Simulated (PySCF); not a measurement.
# F4Ta (Ta(F)4+): the cost of one run

The runs use PySCF 2.14.0; B3LYP, Ta def2-SVP with ECP60, F def2-SVP; scalar-relativistic core potentials, no spin–orbit coupling.

4 further runs of the same task are left out: 2 for a known fault of the program, 2 that didn't finish.

### 1 The system as given

5 atoms, charge 1, spin multiplicity 1.

Bond lengths: Ta1–F2 1.821 Å, Ta1–F3 1.821 Å, Ta1–F4 1.821 Å, Ta1–F5 1.821 Å. Angles: F2–Ta1–F3 109.5°, F2–Ta1–F4 109.5°, F2–Ta1–F5 109.5°, F3–Ta1–F4 109.5°, F3–Ta1–F5 109.5°, F4–Ta1–F5 109.5°.

Coordinates:

```xyz
5
F4Ta
Ta    0.0000    0.0000    0.0000
F     1.0511    1.0511    1.0511
F    -1.0511   -1.0511    1.0511
F     1.0511   -1.0511   -1.0511
F    -1.0511    1.0511   -1.0511
```

Formal oxidation states: Ta +5. An earlier session relaxed this geometry at B3LYP, Ta def2-SVP with ECP60, F def2-SVP (singlet, point group Td).

Its energy there is -456.052726 Eh.

### 2 Multiplicity 3 at the relaxed geometry

run.py (the lines that set the calculation)

```python
mol = gto.M(atom='''
Ta     0.00000     0.00000     0.00000
F      1.05110     1.05110     1.05110
F     -1.05110    -1.05110     1.05110
F      1.05110    -1.05110    -1.05110
F     -1.05110     1.05110    -1.05110''',
    basis={'Ta': 'def2-SVP', 'F': 'def2-SVP'},
    ecp={'Ta': 'def2-SVP'},
    charge=1, spin=2)
mf = dft.UKS(mol, xc='B3LYP')
mf.grids.atom_grid = (50, 194)
mf = mf.density_fit()  # fitting sets: Ta def2-universal-JKFIT, F def2-universal-JKFIT
mf.conv_tol = 1e-08; mf.max_cycle = 55
mf.kernel(dm0)  # dm0: free metal ions and neutral atoms
```

Started as:

```bash
$ OMP_NUM_THREADS=2 python run.py
```

**Question.** How long does this run take on 2 threads of Arm Neoverse V1, shared host?

About 5.1 s.
